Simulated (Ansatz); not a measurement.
This was printed by a script on the Python package of Ansatz (0.2.0), for a single point in a Gaussian basis of In₂. What did the script look like? Settings: PBE, x2c-TZVPPall basis, multiplicity 3, D4 dispersion.

Input file `in2.xyz`:
```text
2

In    0.00000    0.00000    0.00000
In    0.00000    0.00000    2.78000
```

```console
$ python run_energy.py
reference energy   -320040.655772 eV
total energy       -320040.719399 eV
occupied orbitals outside the frozen core (up, down): [50, 48]  frozen: 0  virtual: [70, 72]
Alpha     -18.626 eV  occupation 1
Alpha     -18.616 eV  occupation 1
Alpha     -18.594 eV  occupation 1
Alpha     -18.592 eV  occupation 1
Beta      -18.574 eV  occupation 1
Beta      -18.551 eV  occupation 1
Alpha     -18.514 eV  occupation 1
Beta      -18.487 eV  occupation 1
Beta      -18.484 eV  occupation 1
Alpha     -18.468 eV  occupation 1
Beta      -18.439 eV  occupation 1
Alpha     -18.396 eV  occupation 1
Beta      -18.367 eV  occupation 1
Beta      -18.313 eV  occupation 1
Alpha      -9.849 eV  occupation 1
Beta       -9.185 eV  occupation 1
Alpha      -7.329 eV  occupation 1
Beta       -6.789 eV  occupation 1
Alpha      -3.658 eV  occupation 1
Alpha      -3.645 eV  occupation 1
Alpha      -3.562 eV  occupation 0
Beta       -3.203 eV  occupation 0
Beta       -2.773 eV  occupation 0
Beta       -2.735 eV  occupation 0
Alpha      -1.746 eV  occupation 0
Alpha      -1.723 eV  occupation 0
Beta       -1.155 eV  occupation 0
Beta       -1.030 eV  occupation 0
Alpha       0.209 eV  occupation 0
Beta        0.638 eV  occupation 0
```

The script that was run (others could print the same):

`run_energy.py`:
```python
'''Single point of In2.'''

from pathlib import Path

import ansatz as az

mol = az.Crystal.molecule_from_extxyz('in2.xyz')

calc = mol.calculation()
calc = calc.basis(gaussian='x2c-TZVPPall').functional('pbe', dispersion='d4')
calc = calc.spin('collinear', total=2)
calc = calc.orbitals()
res = calc.run(threads=1, pin='off', runs_dir='runs')
summary = res.report

print('reference energy %16.6f eV' % summary['reference_energy_ev'])
print('total energy     %16.6f eV' % summary['free_energy_ev'])
print('occupied orbitals outside the frozen core (up, down):', summary['n_occupied'], ' frozen:', summary['n_frozen'], ' virtual:', summary['n_virtual'])

lines = Path(summary['orbitals_path']).read_text().splitlines()
field_of = lambda key: [line.split('=')[1].strip() for line in lines if line.startswith(key)]
orbitals = [(27.211386 * float(e), s, float(n)) for e, s, n in zip(field_of('Ene='), field_of('Spin='), field_of('Occup='))]
homo = max(e for e, _, n in orbitals if n > 0.5)
lumo = min(e for e, _, n in orbitals if n < 0.5)
for e, spin, n in sorted(orbitals):
    if homo - 15 < e < lumo + 5:
        print(f'{spin:6s} {e:10.3f} eV  occupation {n:.0f}')
```

Notes:
- Total energies depend on the basis set; only differences at equal settings carry meaning.
- The geometry is a force-field or estimated start, not a minimum of this method, and the basis set is short of its limit.
- The run takes the species as open-shell (spin multiplicity 3), which needn't be its ground state.
- Total less reference energy is the dispersion correction.
- Levels such as HOMO and LUMO are orbital energies: with these approximate functionals they aren't the ionisation energy and electron affinity, and their gap isn't the fundamental gap.
- The spin state was assumed, and another may lie lower.
- Hardware and time: 26 s on 1 thread of Arm Neoverse V2 (shared host), peak memory 0.36 GiB.
